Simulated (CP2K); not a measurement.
BiTe under changes of volume

One of the cells (33.725 Å³/atom); the others are scaled copies at fixed shape and fractional positions:

```
CELL_PARAMETERS angstrom
4.33941 0.00000 0.00000
1.63419 4.01993 0.00000
1.63419 1.09973 3.86658
ATOMIC_POSITIONS crystal
Bi 0.50000 0.50000 0.50000
Te 0.00000 0.00000 0.00000
```

The cell comes from a database or a generator and needn't be the stable form of this composition.

```yaml
Program: CP2K 2026.2
Functional: PBE
Potentials_or_basis: POTENTIAL_UZH Bi GTH-PBE-q5, Te GTH-PBE-q6; TZVP-MOLOPT-PBE-GTH basis
Density_cutoff: 6123 eV
k_mesh: 7 × 7 × 7
Occupations: fermi-dirac, width 0.05 eV
Spin: no spin polarisation
```

```csv
volume (Å³/atom),energy over the lowest point (meV/atom),pressure (GPa)
31.701,31.99,4.3
32.376,16.54,3.0
33.050,?,?
33.725,1.07,0.7
34.399,0.00,-0.2
35.074,2.76,-1.1
35.748,8.96,-1.9
```

Q: What does the run at 33.050 Å³/atom give?

A: Energy over the lowest point 6.42 meV/atom; pressure 1.8 GPa.

Worked out: A Birch-Murnaghan fit of order 3 (a polynomial in V^(-2/3)) to the other rows has its minimum at 34.24 Å³/atom with B0 = V·E''(V) = 47 GPa and B' = 4.5 at fixed shape and positions, which overstates the stiffness. It gives 6.43 meV/atom at 33.050 Å³/atom, against the run's 6.42, and -dE/dV = 1.8 GPa, against 1.8.

Energies are extrapolated to zero smearing.

Caveats: with these potentials and basis sets, volumes of gold and of layered tellurides can stand 1.5 % and more from those of plane-wave programs; the basis of atomic orbitals isn't converged, which shifts pressures, moduli and gaps.
